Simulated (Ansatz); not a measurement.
# BH4NTe (SMILES NB[TeH]): one structure at several levels

One table from this session's results is given with a row withheld; the runs are named, their logs left out.

Method: single points in def2-TZVPP; program: Ansatz 0.2.0, Gaussian basis.

Cores are frozen in the correlated methods. Filled d shells of the heavier atoms are correlated. Core potentials replace the inner electrons past krypton, and spin-orbit coupling is left out.

## Where the work starts

7 atoms, charge 0, spin multiplicity 1.

Atoms are counted from 1 here; the program's logs count them from 0.

Bond lengths: N1–B2 1.459 Å, N1–H4 0.957 Å, N1–H5 1.156 Å, B2–Te3 1.950 Å, B2–H6 1.230 Å, Te3–H7 1.666 Å. Angles: B2–N1–H4 120.8°, B2–N1–H5 123.6°, H4–N1–H5 115.5°, N1–B2–Te3 118.8°, N1–B2–H6 107.7°, Te3–B2–H6 133.0°, B2–Te3–H7 95.7°.

As a file:

| atom | x (Å) | y (Å) | z (Å) |
| --- | --- | --- | --- |
| N1 | -0.8560 | 0.7986 | -0.3797 |
| B2 | 0.0068 | -0.1656 | 0.2948 |
| Te3 | 1.6906 | -0.6703 | -0.5494 |
| H4 | -1.6740 | 1.0903 | 0.0230 |
| H5 | -0.5919 | 1.2965 | -1.3888 |
| H6 | -0.6037 | -0.5945 | 1.2725 |
| H7 | 2.1828 | -1.6983 | 0.6664 |

The first run:

Input file run/in.yaml:

```yaml
crystal:
  periodic: [false, false, false]
  atoms:
    - {symbol: N, position_ang: [-0.856000, 0.798600, -0.379700]}
    - {symbol: B, position_ang: [0.006800, -0.165600, 0.294800]}
    - {symbol: Te, position_ang: [1.690600, -0.670300, -0.549400]}
    - {symbol: H, position_ang: [-1.674000, 1.090300, 0.023000]}
    - {symbol: H, position_ang: [-0.591900, 1.296500, -1.388800]}
    - {symbol: H, position_ang: [-0.603700, -0.594500, 1.272500]}
    - {symbol: H, position_ang: [2.182800, -1.698300, 0.666400]}
basis:
  gaussian: {orbitals: def2-TZVPP}
correlation: {method: ccsd_t}
output: {forces: true}
```

No record of the launch command was kept for these runs.

Among the steps run: CCSD(T)/def2-TZVPP; PBE0-D4/def2-TZVPP; wB97M-V/def2-TZVPP; r2SCAN-D4/def2-TZVPP; PBE-D4/def2-TZVPP; CAM-B3LYP-D4/def2-TZVPP; revPBE-D4/def2-TZVPP.

One table of the session follows, with a row left open; its other results are not shown here.

| method | RMS force component (eV/Å) | angle to CCSD(T) forces (°) | dipole (D) |
| --- | --- | --- | --- |
| CCSD(T) | 2.387 | reference | 1.33 |
| PBE0-D4 | ? | ? | ? |
| wB97M-V | 2.400 | 1.5 | 1.36 |
| r2SCAN-D4 | 2.359 | 1.8 | 1.35 |
| PBE-D4 | 2.324 | 4.5 | 1.40 |
| CAM-B3LYP-D4 | 2.413 | 2.4 | 1.34 |
| revPBE-D4 | 2.331 | 4.5 | 1.41 |

Estimate the missing values for PBE0-D4.

The run gave: RMS force component (eV/Å): 2.397; angle to CCSD(T) forces (°): 2.4; dipole (D): 1.34. In the column «RMS force component (eV/Å)» it lies between CCSD(T) (2.387) and wB97M-V (2.400).
